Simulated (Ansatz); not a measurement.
# C₂H₁₀BNSi: a ladder of functionals and wavefunction methods

An exercise on one series of results from a longer session: the logs are not shown, and one member is left open.

Method: functionals in def2-TZVPP, the program's frozen cores in correlated methods; program: Ansatz 0.2.0, Gaussian basis.

The runs, in order: PBE-D4, r2SCAN-D4, PBE0-D4, B3LYP-D4, ωB97X-V, ωB97M-V, B2PLYP; CCSD(T)/def2-TZVPP; MP2/def2-QZVPP; extrapolation to the limit.

### The relaxed structure

The geometry comes from an earlier relaxation with PBE0-D4 in a triple-zeta def2 set; it is a stationary point, not always the lowest conformer.

SMILES `CCBN[SiH3]`, 15 atoms, charge 0, spin multiplicity 1.

Atoms are counted from 1 here; the program's logs count them from 0.

Bond lengths: C1–C2 1.529 Å, C1–H6 1.093 Å, C1–H7 1.093 Å, C1–H8 1.093 Å, C2–B3 1.571 Å, C2–H9 1.097 Å, C2–H10 1.100 Å, B3–N4 1.406 Å, B3–H11 1.204 Å, N4–Si5 1.741 Å, N4–H12 1.012 Å, Si5–H13 1.488 Å, Si5–H14 1.480 Å, Si5–H15 1.488 Å. Angles: C2–C1–H6 111.9°, C2–C1–H7 111.0°, C2–C1–H8 111.4°, H6–C1–H7 107.7°, H6–C1–H8 107.4°, H7–C1–H8 107.2°, C1–C2–B3 113.5°, C1–C2–H9 110.2°, C1–C2–H10 108.6°, B3–C2–H9 111.8°, B3–C2–H10 106.8°, H9–C2–H10 105.6°, C2–B3–N4 122.7°, C2–B3–H11 120.1°, N4–B3–H11 117.2°, B3–N4–Si5 127.0°, B3–N4–H12 116.2°, Si5–N4–H12 116.7° and more.

The first run:

File in.yaml:

```yaml
crystal:
  periodic: [false, false, false]
  atoms:
    - {symbol: C, position_ang: [-1.791981, -1.641604, -0.670333]}
    - {symbol: C, position_ang: [-0.322869, -1.240625, -0.804004]}
    - {symbol: B, position_ang: [0.144967, -0.205161, 0.280189]}
    - {symbol: N, position_ang: [0.885762, 0.946123, -0.038440]}
    - {symbol: Si, position_ang: [1.480492, 2.149736, 1.069285]}
    - {symbol: H, position_ang: [-2.072009, -2.410691, -1.394404]}
    - {symbol: H, position_ang: [-2.002647, -2.032176, 0.328410]}
    - {symbol: H, position_ang: [-2.454273, -0.786220, -0.828830]}
    - {symbol: H, position_ang: [-0.119108, -0.884798, -1.821559]}
    - {symbol: H, position_ang: [0.298307, -2.138841, -0.674028]}
    - {symbol: H, position_ang: [-0.120689, -0.384382, 1.440523]}
    - {symbol: H, position_ang: [1.095916, 1.086026, -1.018645]}
    - {symbol: H, position_ang: [2.964773, 2.233473, 1.008664]}
    - {symbol: H, position_ang: [1.049224, 1.766250, 2.432483]}
    - {symbol: H, position_ang: [0.942235, 3.492091, 0.719888]}
basis:
  gaussian: {orbitals: def2-TZVPP}
hamiltonian: {xc: pbe, dispersion: d4}
output: {forces: true, orbitals: {seedname: orbitals}}
```

Run with:

```
$ ansatz run in.yaml --threads 4 --pin off --events-out ev --progress --plain --max-ram 10444MiB
```

Steps of the session up to this table: PBE-D4 (GGA); r2SCAN-D4 (meta-GGA); PBE0-D4 (hybrid); B3LYP-D4 (hybrid); ωB97X-V (range-separated); ωB97M-V (range-separated); B2PLYP (double hybrid); CCSD(T) in def2-TZVPP; MP2 in def2-QZVPP.

One table of the session follows, with a row left open; its other results are not shown here.

```
            method  atomisation energy (kJ/mol)
            PBE-D4                       5571.8
         r2SCAN-D4                       5523.1
           PBE0-D4                       5522.7
          B3LYP-D4                       5542.1
           ωB97X-V                       5541.3
           ωB97M-V                       5542.7
            B2PLYP                            ?
     HF/def2-TZVPP                       4194.2
    MP2/def2-TZVPP                       5419.9
   CCSD/def2-TZVPP                       5330.2
CCSD(T)/def2-TZVPP                       5387.5
           MP2/CBS                       5545.1
       CCSD(T)/CBS                       5512.7
```

**Question.** Estimate the row for B2PLYP.

As computed: atomisation energy (kJ/mol): 5475.9. In the column «atomisation energy (kJ/mol)» it lies between MP2/def2-TZVPP (5419.9) and CCSD(T)/CBS (5512.7).

Limits of these values: Free atoms (2 C, 1 B, 1 N, 1 Si, 10 H) were run apart at each level; the atomisation energy is their sum less the molecule, without zero-point or spin-orbit terms.
